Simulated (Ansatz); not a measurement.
**Cadmium, diamond under PBEsol: ground state and equation of state**

Aim: take cadmium in the diamond structure, relax it, solve it on a dense k-mesh, then scale the cell to 7 volumes from 88 to 112 % of the relaxed one and try a fit of the equation of state. Spin polarisation is left out. The k-meshes are 9×9×9 for the relaxation; 14×14×14 for the dense run; 10×10×10 for the volumes.

This is Cd in the diamond structure; at room conditions it is hcp.

Computed with Ansatz 0.2.0 (DFT PBEsol, plane waves (420 eV) with PAW, scalar-relativistic; PBE-made PAW files, unless a step says otherwise).

## (1) The structure to begin with

It takes space group Fd-3m (No. 227, cubic). Conventional cell: a = 6.155 Å, b = 6.155 Å, c = 6.155 Å, α = 90.00°, β = 90.00°, γ = 90.00°. Cd (site symmetry -43m) has 4 Cd at 2.66 Å as nearest neighbours.

Coordinates:

```xyz
2
Lattice="0.0000 3.0773 3.0773 3.0773 0.0000 3.0773 3.0773 3.0773 0.0000" Properties=species:S:1:pos:R:3 pbc="T T T"
Cd    0.7693    0.7693    0.7693
Cd    5.3852    5.3852    5.3852
```

## (2) Relaxation of the cell

The input, input.yaml:

```yaml
crystal:
  lattice:
    - [0.0, 3.0772608027, 3.0772608027]
    - [3.0772608027, 0.0, 3.0772608027]
    - [3.0772608027, 3.0772608027, 0.0]
  atoms:
    - { symbol: Cd, position: [0.125, 0.125, 0.125] }
    - { symbol: Cd, position: [0.875, 0.875, 0.875] }
hamiltonian:
  xc: pbesol
  pseudopotentials:
    kind: paw
    azcp:
      Cd: "pseudopotentials/Cd.paw.azcp"
basis:
  ecutwfc: 420
  fft_grid_basis: typed
kpoints:
  mp_grid: { grid: [9, 9, 9], shift: [0, 0, 0] }
magnetization:
  spin_polarized: false
scf:
  occupations: { method: fermi_dirac, width: 0.1 }
relax:
  max_steps: 60
  f_tol: 0.01
  cell: {}
```

After this run come: Dense single point; Equation of state: 88 %; Equation of state: 92 %; Equation of state: 96 %; Equation of state: 100 %; Equation of state: 104 %; Equation of state: 108 %; Equation of state: 112 %.

**Question.** What will these runs give? Wanted: space group; conventional cell; volume; shortest distance; gap on the mesh; relative to hcp; V₀, B₀, B₀′.

**Answer**, as computed:

| quantity | value |
| --- | --- |
| space group (spins left aside) | Fd-3m (No. 227) |
| conventional cell | a = 6.442 Å |
| volume | 33.413 Å³/atom |
| shortest distance | 2.789 Å |
| gap on the mesh | none (levels filled in part) |
| relative to hcp | +472 meV/atom |
| V₀, B₀, B₀′ | 33.545 Å³/atom, 22 GPa, 5.7 |

**Reading.** The relaxation enlarged the cell by 14.7 % in volume. It lies 472 meV/atom above the element's reference form at the same level (hcp, from a run of its own), so it is far from stable. Levels at the Fermi energy are filled in part, as in a metal. B₀ comes out at 22 GPa. Relaxation kept the symmetry; phonons were not checked.
